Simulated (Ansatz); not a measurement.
A first try at a ladder of basis sets of H2NZn, SMILES [NH2][Zn], using the Python package of Ansatz (0.2.0).

Script `basis.py`:
```python
"""Basis-set convergence for H2NZn."""

import ansatz as az

FUNCTIONAL = "b3lyp"
DISPERSION = "d4"

GEOMETRY = """
N    -0.13270   -0.02880   -0.01280
Zn    1.54690   -0.07180    0.75060
H    -1.04200   -0.60700    0.08380
H    -0.31670    0.64720   -0.84190
"""

molecule = az.Crystal.molecule()
for line in GEOMETRY.strip().splitlines():
    symbol, *xyz = line.split()
    molecule = molecule.atom(symbol, [float(v) for v in xyz])

base = molecule.calculation()
base = base.functional(FUNCTIONAL, dispersion=DISPERSION)
base = base.spin("collinear", total=3)

energies = {}
for basis in ["STO-3G", "6-31G", "6-31G*", "def2-SVP", "def2-SVPD", "def2-TZVP", "def2-TZVPP"]:
    data = base.basis(gaussian=basis).run().report
    size = data["n_frozen"] + data["n_occupied"][0] + data["n_virtual"][0]
    energies[basis] = (data["reference_energy_ev"] / 27.211386246, data["free_energy_ev"] / 27.211386246)
    print(f"{basis:14s} {size:4d} orbitals  reference {energies[basis][0]:14.6f} Ha  total {energies[basis][1]:14.6f} Ha")

last = energies["def2-TZVPP"][1]
for basis, (_, total) in energies.items():
    print(f"{basis:14s} lies {27.211386 * (total - last):9.4f} eV above def2-TZVPP")
```

```console
$ python basis.py
STO-3G           25 orbitals  reference   -1813.868407 Ha  total   -1813.871592 Ha
6-31G            42 orbitals  reference   -1834.841227 Ha  total   -1834.844412 Ha
6-31G*           55 orbitals  reference   -1834.854804 Ha  total   -1834.857989 Ha
def2-SVP         55 orbitals  reference   -1834.848065 Ha  total   -1834.851250 Ha
def2-SVPD        70 orbitals  reference   -1834.903133 Ha  total   -1834.906319 Ha
def2-TZVP        91 orbitals  reference   -1835.216422 Ha  total   -1835.219608 Ha
def2-TZVPP      123 orbitals  reference   -1835.218687 Ha  total   -1835.221873 Ha
STO-3G         lies  580.9707 eV above def2-TZVPP
6-31G          lies   10.2712 eV above def2-TZVPP
6-31G*         lies    9.9018 eV above def2-TZVPP
def2-SVP       lies   10.0852 eV above def2-TZVPP
def2-SVPD      lies    8.5867 eV above def2-TZVPP
def2-TZVP      lies    0.0616 eV above def2-TZVPP
def2-TZVPP     lies    0.0000 eV above def2-TZVPP
```

No error stopped it. What is wrong with the input all the same?

The fault: the spin state is higher than the ground state's. The change:

```diff
--- before
+++ after
@@ -21,3 +21,3 @@
 base = base.functional(FUNCTIONAL, dispersion=DISPERSION)
-base = base.spin("collinear", total=3)
+base = base.spin("collinear", total=1)
```

After the fix:

```console
$ python basis.py
STO-3G           25 orbitals  reference   -1813.865929 Ha  total   -1813.869114 Ha
6-31G            42 orbitals  reference   -1835.001874 Ha  total   -1835.005060 Ha
6-31G*           55 orbitals  reference   -1835.012386 Ha  total   -1835.015571 Ha
def2-SVP         55 orbitals  reference   -1835.041704 Ha  total   -1835.044890 Ha
def2-SVPD        70 orbitals  reference   -1835.068069 Ha  total   -1835.071254 Ha
def2-TZVP        91 orbitals  reference   -1835.380000 Ha  total   -1835.383186 Ha
def2-TZVPP      123 orbitals  reference   -1835.382543 Ha  total   -1835.385728 Ha
STO-3G         lies  585.4969 eV above def2-TZVPP
6-31G          lies   10.3585 eV above def2-TZVPP
6-31G*         lies   10.0725 eV above def2-TZVPP
def2-SVP       lies    9.2747 eV above def2-TZVPP
def2-SVPD      lies    8.5573 eV above def2-TZVPP
def2-TZVP      lies    0.0692 eV above def2-TZVPP
def2-TZVPP     lies    0.0000 eV above def2-TZVPP
```

The drop along the ladder measures the basis error, and is no property of the molecule. The geometry is a force-field or estimated start, not a minimum of this method, and the last set is no limit. Much of the fall in a total is atomic energy, which cancels in bond and reaction energies. The run takes the species as open-shell (spin multiplicity 2), which needn't be its ground state. The expectation value of S² is noticeably off S(S+1) in at least one run, so that state is spin-contaminated. Total less reference energy is the dispersion correction. b3lyp holds the VWN-RPA fit, as in Gaussian; the form of ORCA and Turbomole is b3lyp5. Totals across families of basis sets mostly measure their core functions. The whole script took 26 s on 1 thread of Arm Neoverse V2, with other jobs on the host, peak memory 0.31 GiB.
